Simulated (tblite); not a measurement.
# AlH10N6Si: the cost of one run

Programs: tblite 0.8.0 and PySCF 2.14.0. All values are calculated, for the isolated system unless a continuum is named. Atoms count from 0, parts from 1.

### Step 1. Starting point

18 atoms, charge -1, multiplicity 1; geometry: distance geometry start.

### Step 2. Relaxing the cluster with GFN2-xTB

What the job is given:

```
{"job": {"kind": "relax", "xc": "GFN2-xTB", "basis": "xTB"}, "charge": -1, "multiplicity": 1}
N     -2.452868     0.502686    -1.214596
Si    -1.501100    -0.460644    -0.045236
N     -2.483279    -1.331161     1.198272
N     -0.293314    -1.561636    -0.892038
Al     1.175024    -0.557311    -0.081590
N      2.194775     0.388761    -1.413406
N      2.168328    -1.552792     1.179537
N     -0.177168     0.548569     0.754038
H     -2.146741     1.462620    -1.430517
H     -2.883574    -0.001506    -2.017488
H     -2.071659    -1.506115     2.104810
H     -3.467905    -1.163589     1.194038
H     -0.353378    -2.552909    -0.568086
H      3.041544    -0.056073    -1.727277
H      1.668345     0.934606    -2.081861
H      1.771342    -2.448063     1.507150
H      3.184702    -1.535727     1.109245
H     -0.166767     0.509892     1.751100
```

Level: GFN2-xTB geometry optimisation, gas phase.

On the command line:

```console
> OMP_NUM_THREADS=1 python cluster_run.py task.json out
```

The driver reads the jobs from task.json and runs them one after another.

Q: Estimate the wall time of this first job on 1 thread of Arm Neoverse V1, shared host.

About 2.7 s.
